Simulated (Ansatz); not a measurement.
# CdBr (Fm-3m) in Ansatz: relaxation of cell and atoms with LDA

Aim: the relaxation of cell and atoms of CdBr with LDA.

Program: Ansatz 0.2.0. These are calculated values, not measurements. Logs are shortened: lines on timing, memory, paths and dates and some standing lists are left out, and cuts for length are marked.

## (1) Starting point

Symmetry: Fm-3m, No. 225, cubic system. The conventional cell has a = 6.145 Å, b = 6.145 Å, c = 6.145 Å, α = 90.00°, β = 90.00°, γ = 90.00°. Cd (site symmetry m-3m) is surrounded by 6 Br at 3.07 Å. Br (site symmetry m-3m) is surrounded by 6 Cd at 3.07 Å.

The cell was built by a generator and needn't be a form met in nature.

## (2) Relaxation of cell and atoms, LDA

File input.yaml:

```yaml
crystal:
  lattice:
    - [0.0, 3.07239103, 3.07239103]
    - [3.07239103, 0.0, 3.07239103]
    - [3.07239103, 3.07239103, 0.0]
  atoms:
    - { symbol: Cd, position: [0.0, 0.0, 0.0] }
    - { symbol: Br, position: [0.5, 0.5, 0.5] }
hamiltonian:
  xc: lda
  pseudopotentials: { kind: paw }
kpoints:
  mp_grid: { grid: [6, 6, 6] }
scf:
  occupations: { method: fermi_dirac, width: 0.05 }
output:
  forces: true
  stress: true
  eigenvalues: true
  write_density: true
  write_potential: true
  elf: true
  volumetric_format: npy
relax:
  f_tol: 0.01
  max_steps: 40
  cell: { stress_tol: 0.05 }
```

Potentials or basis: Ansatz PAW.

On the command line:

```console
ansatz run input.yaml --threads 2 --pin off --max-ram 5632MiB --backend cpu --events-out ev --progress --plain --runs-dir out
```

The log of the run:

```text
Warning: RAYON_NUM_THREADS=2 ignored (pool sized by the plan → 2); use --threads N
Engine: ansatz 0.2.0, aarch64-unknown-linux-gnu
Pseudopotentials: kind: paw
Pseudopotential: Cd, paw, valence charge 20, recommended cutoff 420 eV (normal), Cd.paw.azcp
Pseudopotential: Br, paw, valence charge 7, recommended cutoff 420 eV (normal), Br.paw.azcp
Functional definition: SPW92
  exchange = slater_x
  correlation = pw_c
Crystal: 2 atoms, lattice volume = 58.004 Å³
Basis set: ecut = 420 eV, 1139 PW (Γ)
Bands: 18, of which v1, the nominal top of the filled ones, is band 14 counted from 1 (13 counted from 0)
Symmetry: 48 space group operations
Space group: Fm-3m (ITA 225), of the structure as read, at distance tolerance 3.9e-5 Å
k-points: 16 of 216
Non-local potential: Cd, projectors of the file, l = 0: 3, l = 1: 2, l = 2: 2, l = 3: 1
Non-local potential: Br, projectors of the file, l = 0: 2, l = 1: 2, l = 2: 2
PAW form: soft (Blöchl's): semilocal exchange-correlation on the pseudo side does not see the compensation charge
PAW frozen core: Cd, regenerated for the run's functional, and the local potential with it (the file was generated under x = pbe(κ = 0.804, μ = 0.2195149727645171), c = pbe(β = 0.06672455060314922))
PAW frozen core: Br, regenerated for the run's functional, and the local potential with it (the file was generated under x = pbe(κ = 0.804, μ = 0.2195149727645171), c = pbe(β = 0.06672455060314922))
PAW one-centre angular grid: Cd, 590 points (default); XC on 64 Gauss nodes
PAW one-centre angular grid: Br, 110 points (default); XC on 64 Gauss nodes
Initial density: superposition of atomic densities (neutral atoms: chi_scale 0, normalization atom), corrected by the library's trained network
Initial wavefunctions: pseudopotential atomic-orbital guess
Functional: x = slater, c = lda
SCF iter   1: F=—  HF=-10812.152535 eV  |F-HF|=—  |Δ(HF+E_count)|=         —  Δρ=7.33e-3  dr2=2.59e-2  ethr=1.77e-3  ⟨swp⟩=6.0  Hψ=1360  notcnv=0
preconditioner: auto → LDOS  [metal: Δε(μ)=0.120 eV  Ē_g=12.051 eV  σ=0.050 eV  W_gap=0.47  n_scr=14 (ndim 8)  ℏωp=21.3 eV  f_vac=0.051  D(μ)=2.15/eV (n_scr^D=14)  β→1.0]
SCF iter   2: F=—  HF=-10812.155055 eV  |F-HF|=—  |Δ(HF+E_count)|=   2.52e-3  Δρ=8.87e-3  dr2=2.90e-2  ethr=9.59e-5  ⟨swp⟩=2.5  Hψ=723  notcnv=0
SCF iter   3: F=—  HF=-10812.144299 eV  |F-HF|=—  |Δ(HF+E_count)|=   1.08e-2  Δρ=9.45e-4  dr2=4.02e-4  ethr=9.59e-5  ⟨swp⟩=2.0  Hψ=575  notcnv=0
SCF iter   4: F=—  HF=-10812.144093 eV  |F-HF|=—  |Δ(HF+E_count)|=   2.06e-4  Δρ=1.21e-4  dr2=6.43e-6  ethr=1.49e-6  ⟨swp⟩=3.9  Hψ=743  notcnv=0
SCF iter   5: F=—  HF=-10812.144080 eV  |F-HF|=—  |Δ(HF+E_count)|=   1.36e-5  Δρ=1.82e-5  dr2=4.58e-7  ethr=2.38e-8  ⟨swp⟩=2.0  Hψ=461  notcnv=0
SCF iter   6: F=—  HF=-10812.144080 eV  |F-HF|=—  |Δ(HF+E_count)|=   1.20e-7  Δρ=9.31e-6  dr2=1.07e-7  ethr=3.70e-10  ⟨swp⟩=9.4  Hψ=1928  notcnv=0
SCF iter   7: F=-10812.144080 eV  HF=-10812.144080 eV  |F-HF|=2.41e-9  |Δ(HF+E_count)|=   3.52e-8  Δρ=2.84e-6  dr2=3.08e-9  ethr=3.70e-10  ⟨swp⟩=8.6  Hψ=1740  notcnv=0
SCF 1 converged in 7 iterations: F = -10812.144080 eV  dr2 = 3.08e-9
relax step   1: F+E_penalty+E_count = -10812.14407951 eV  Δ(F+E_penalty+E_count) = +0.000e0 eV  max|allowed force component| = 8.546e-30 eV/Å  Δτ_max = 0.0000 Å  P = -2.809 GPa  Ω = 58.004 Å³  (7 SCF iters, dr2 threshold 1.00e-7 eV, accepted)
Crystal: 2 atoms, lattice volume = 53.495 Å³
Basis set: ecut = 420 eV, 1037 PW (Γ)
Initial density: handed on by an earlier stage of this run
Initial wavefunctions: those handed on with the density
[... 41 lines left out ...]
basis re-selected at this cell: Δ(F+E_penalty+E_count) = +8.661e-4 eV, ΔP = +0.003 GPa vs the last step (what re-selecting the basis moved, of the pressure what is left beyond the Pulay correction that the steps carried, after the strain that the cell walked since its last selection, with what the two solves' SCF thresholds leave and, on support functions, any second-order correction that the steps lacked; it is no measure of the basis error at this ecutwfc). This SCF's stress stands 1.85e-3 GPa from its target on what of the cell is left free (relax.cell.stress_tol is 5.00e-2 GPa) and its largest allowed force component is 2.18e-29 eV/Å (relax.f_tol is 1.00e-2 eV/Å): within both
SCF converged after 6 iterations
Free energy (F): -10812.191606 eV
Harris-Foulkes:  -10812.191606 eV  (|F-HF|=1.82e-12)
Internal energy: -10812.172559 eV  (E = F + TS)
E sigma→0 (E₀):  -10812.182082 eV
Entropy (-TS):   -0.019047 eV (-9.523 meV/atom)
Fermi energy:    8.647266 eV
--- Per-component energies (eV) ---
  E_band       = -504.001626
  E_kinetic    = 639.387023
  E_local      = -3957.519731  (includes V_loc(G=0)·N_el)
  E_nonlocal   = 112.769199
  E_hartree    = 1790.818381
  E_xc         = -435.759561
  E_vxc        = -325.035126  (∫ρ·V_xc dr)
  E_paw        = -6109.024639  (= ΣΔE_a)
  E_vpaw       = -555.239785  (= ΣTr[D̂ρ^β])
  E_aug_tail   = 0.000009  (compensation charges beyond the density's cutoff)
  E_ewald      = -2853.816322
  E_core_change = 0.973080  (= ΣΔE_core)
  E_smearing   = -0.019047  (= −TS)
  E_closure    = -0.000000  (closes the sum)
  Σ components = -10812.191606   (vs F -10812.191606, Δ=0.00e0)
--- Forces (eV/Å), atoms counted from 1 ---
  atom   1  Cd    -0.00000000     0.00000000    -0.00000000
  atom   2  Br     0.00000000    -0.00000000     0.00000000
  max |Σ_I F_I| component: 3.63e-29 eV/Å
--- Stress (GPa, compression-positive) ---
        0.001847      -0.000000      -0.000000
        0.000000       0.001847       0.000000
       -0.000000      -0.000000       0.001847
  P = ⅓ Tr σ = 0.0018 GPa (0.018 kbar)
--- Band table (eV; the first three rows and the last of 16) ---
  k-point 0: bands = ["-93.9518", "-55.0948", "-55.0948", "-55.0948", "-8.0511", "-0.1334", "-0.1334", "-0.1175", "-0.1175", "-0.1175", "4.8170", "4.8170", "4.8170", "5.7539", "15.5248", "15.5248", "15.5248", "16.0833"]
  k-point 1: bands = ["-93.9518", "-55.0949", "-55.0948", "-55.0948", "-7.9678", "-0.1923", "-0.1923", "-0.1352", "-0.0925", "-0.0925", "3.5349", "4.9279", "4.9279", "7.2444", "13.4759", "14.3150", "14.3150", "16.1389"]
  k-point 2: bands = ["-93.9518", "-55.0951", "-55.0948", "-55.0948", "-7.7916", "-0.3073", "-0.3073", "-0.2037", "-0.0389", "-0.0389", "2.4333", "5.1582", "5.1582", "8.8450", "11.6623", "12.8396", "12.8396", "16.4201"]
  k-point 15: bands = ["-93.9518", "-55.0951", "-55.0950", "-55.0950", "-7.6657", "-0.2064", "-0.1619", "-0.0530", "0.0283", "0.0789", "2.9915", "3.6468", "3.6848", "7.9438", "12.9472", "13.1996", "13.7796", "16.6893"]
--- Relaxed structure (4 steps of the walk, 4 accepted, 1 SCFs on fresh bases) ---
  F+E_penalty+E_count = -10812.19160575 eV   max|allowed force component| = 2.183e-29 eV/Å   (the final SCF, on the basis selected at the relaxed cell)
  cell:  # Å, volume = 53.0176 Å³
    - [7.006136545231442e-35, 2.9816958583503435, 2.9816958583503435]
    - [2.9816958583503435, 7.324597297287414e-34, 2.9816958583503435]
    - [2.9816958583503435, 2.9816958583503435, 2.0381488131582357e-33]
  atoms:
    - { symbol: Cd, position: [6.529693017258145e-37, -2.6118772068170008e-36, -1.3712355335698727e-35] }
    - { symbol: Br, position: [0.49999999999999994, 0.49999999999999994, 0.49999999999999994] }
```

rho_z.tsv:

```text
# z_ang	rho[e/angstrom^3]
# format = ansatz-planar-average/11
# lattice	0.000000000	2.981695858	2.981695858
# lattice	2.981695858	0.000000000	2.981695858
# lattice	2.981695858	2.981695858	0.000000000
# sites	2
# site	48	-0.000000000	-0.000000000	-0.000000000
# site	35	2.981695858	2.981695858	2.981695858
0.000000	1.367689e0
0.140558	1.299549e0
0.281117	1.117065e0
0.421675	8.748225e-1
0.562234	6.347271e-1
0.702792	4.427207e-1
0.843351	3.180258e-1
0.983909	2.558903e-1
1.124468	2.384367e-1
1.265026	2.457542e-1
1.405585	2.617963e-1
1.546143	2.758208e-1
1.686702	2.829693e-1
1.827260	2.840225e-1
1.967819	2.826227e-1
2.108377	2.818130e-1
2.248936	2.826227e-1
2.389494	2.840225e-1
2.530053	2.829693e-1
2.670611	2.758208e-1
2.811170	2.617963e-1
2.951728	2.457542e-1
3.092287	2.384367e-1
3.232845	2.558903e-1
3.373404	3.180258e-1
3.513962	4.427207e-1
3.654521	6.347271e-1
3.795079	8.748225e-1
3.935638	1.117065e0
4.076196	1.299549e0
```

Run time: 2.8 s. Hardware: 2 threads of Arm Neoverse V2, shared host; peak memory 0.3 GiB.

Results:

```yaml
Free_energy: -10812.1916 eV
Relaxed_volume: 26.51 Å³/atom
Relaxed_cell: a = 4.217 Å, b = 4.217 Å, c = 4.217 Å, α = 60.00°, β = 60.00°, γ = 60.00°
Space_group_after_relaxing_to_0.05_Å: Fm-3m (No. 225)
Energy_gained_by_relaxing: 23.8 meV/atom
Ionic_steps: 5
Pressure_after_relaxing: 0.0 GPa
Band_gap_on_the_k_mesh: none (metal or under the smearing width)
```

Step by step:
| step | energy change (eV) | largest force (eV/Å) | volume (Å³) |
| --- | --- | --- | --- |
| 1 | 0.0000 | 0.0000 | 58.00 |
| 2 | -0.0478 | 0.0000 | 53.49 |
| 3 | -0.0484 | 0.0000 | 52.93 |
| 4 | -0.0484 | 0.0000 | 53.02 |
| 5 | -0.0475 | 0.0000 | 53.02 |

Final structure:
```cif
data_structure
_symmetry_space_group_name_H-M 'P 1'
_symmetry_Int_Tables_number 1
_cell_length_a 4.2168
_cell_length_b 4.2168
_cell_length_c 4.2168
_cell_angle_alpha 60.000
_cell_angle_beta 60.000
_cell_angle_gamma 60.000
_cell_volume 53.02
loop_
_atom_site_label
_atom_site_type_symbol
_atom_site_fract_x
_atom_site_fract_y
_atom_site_fract_z
_atom_site_occupancy
Cd1 Cd 0.00000 0.00000 0.00000 1
Br1 Br 0.50000 0.50000 0.50000 1
```

Caveat: the plane-wave basis is chosen anew once the cell has moved, so the energies of steps on either side of that aren't comparable; an odd number of electrons without spin polarisation forces a metal; a magnetic or distorted state may lie lower; the PAW data sets come from PBE, with cores solved anew for the run's functional, which leaves a small shift of forces and pressure.
